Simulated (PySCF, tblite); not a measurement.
# C₈H₁₄P+: geometry, infrared bands and NMR shifts

Aim: predict the infrared bands and NMR shifts of C₈H₁₄P+ (`CC1=C[P+](C)(C)C(C)=C1`).

Computed with tblite 0.8.0 and PySCF 2.14.0, with density-fitted response routines of our own, on a single molecule in the gas phase. Atoms are numbered from 0 throughout.

### 1 The starting structure

23 atoms, charge 1, multiplicity 1; geometry from: force field or distance geometry start.

Bonds of the start (Å): C0–C1 1.50, C1–C2 1.34, C2–P3 1.74, P3–C4 1.76, P3–C5 1.74, P3–C6 1.74, C6–C7 1.48, C6–C8 1.35, C8–C1 1.46, C0–H9 1.09, C0–H10 1.09, C0–H11 1.09, C2–H12 1.08, C4–H13 1.09, C4–H14 1.09, C4–H15 1.10, C5–H16 1.09, C5–H17 1.09, C5–H18 1.09, C7–H19 1.10, C7–H20 1.09, C7–H21 1.10, C8–H22 1.07.

### 2 Relaxing the molecule with GFN2-xTB

What the job is given:

```
{"job": {"kind": "relax", "xc": "GFN2-xTB", "basis": "xTB"}, "charge": 1, "multiplicity": 1}
C      3.191900     0.119100    -0.570300
C      1.713800     0.085100    -0.316500
C      0.927500     1.130500    -0.045800
P     -0.721300     0.621300     0.186100
C     -1.246400     0.918900     1.839600
C     -1.777400     1.226100    -1.060700
C     -0.312900    -1.048400    -0.059800
C     -1.318900    -2.128600     0.018100
C      1.006800    -1.189400    -0.309000
H      3.564700     1.145100    -0.526800
H      3.405500    -0.285000    -1.563000
H      3.721700    -0.470600     0.178900
H      1.267300     2.156900     0.004500
H     -2.218700     0.467000     2.020200
H     -0.546800     0.524700     2.569900
H     -1.342400     1.995600     2.031900
H     -2.769900     0.789500    -0.979800
H     -1.887800     2.306500    -0.978700
H     -1.387700     1.009300    -2.052300
H     -1.785900    -2.150700     1.009700
H     -0.884100    -3.109900    -0.167000
H     -2.108700    -1.965800    -0.731400
H      1.504900    -2.120200    -0.487900
```

Run with:

```console
OMP_NUM_THREADS=1 python probes_run.py task.json out
```

The driver reads the jobs from task.json and runs them one after another.

**Question.** This job is followed by: GFN2-xTB harmonic vibrations, gas phase; GIAO PBE0/pcSseg-1 NMR shielding, non-relativistic, gas phase. What will the session give for the following? strongest single infrared mode (GFN2-xTB); zero-point energy (GFN2-xTB); ¹³C shifts against TMS (PBE0/pcSseg-1, means over atoms taken as alike); ¹H shifts against TMS (PBE0/pcSseg-1, means over atoms taken as alike); ³¹P shifts against H3PO4 (PBE0/pcSseg-1).

**Answer**, as computed:

```
                                                               quantity                                            value
                              strongest single infrared mode (GFN2-xTB)                             920 cm⁻¹, 118 km/mol
                                           zero-point energy (GFN2-xTB)                                   120.5 kcal/mol
¹³C shifts against TMS (PBE0/pcSseg-1, means over atoms taken as alike)  180.0, 155.1, 147.6, 113.4, 24.1, 16.2, 9.5 ppm
 ¹H shifts against TMS (PBE0/pcSseg-1, means over atoms taken as alike)                 7.17, 5.91, 2.67, 2.44, 2.08 ppm
                               ³¹P shifts against H3PO4 (PBE0/pcSseg-1)                                         27.5 ppm
```

What this shows: Over 33 steps the energy fell by 0.286 eV; of the close pairs, P3–C6 changed most, 1.736 to 1.815 Å. No mode is imaginary among the 63: a minimum at this level. The strongest single mode, at 920 cm⁻¹, has its largest shares on P3, H14 and H18 (the list is cut at 3 atoms). Unscaled tight-binding wavenumbers are off by several per cent, some by more. Its intensities can rank the bands wrongly. At PBE0/pcSseg-1: Shielding is most anisotropic at C1 (span 254 ppm, paramagnetic term -260 ppm).
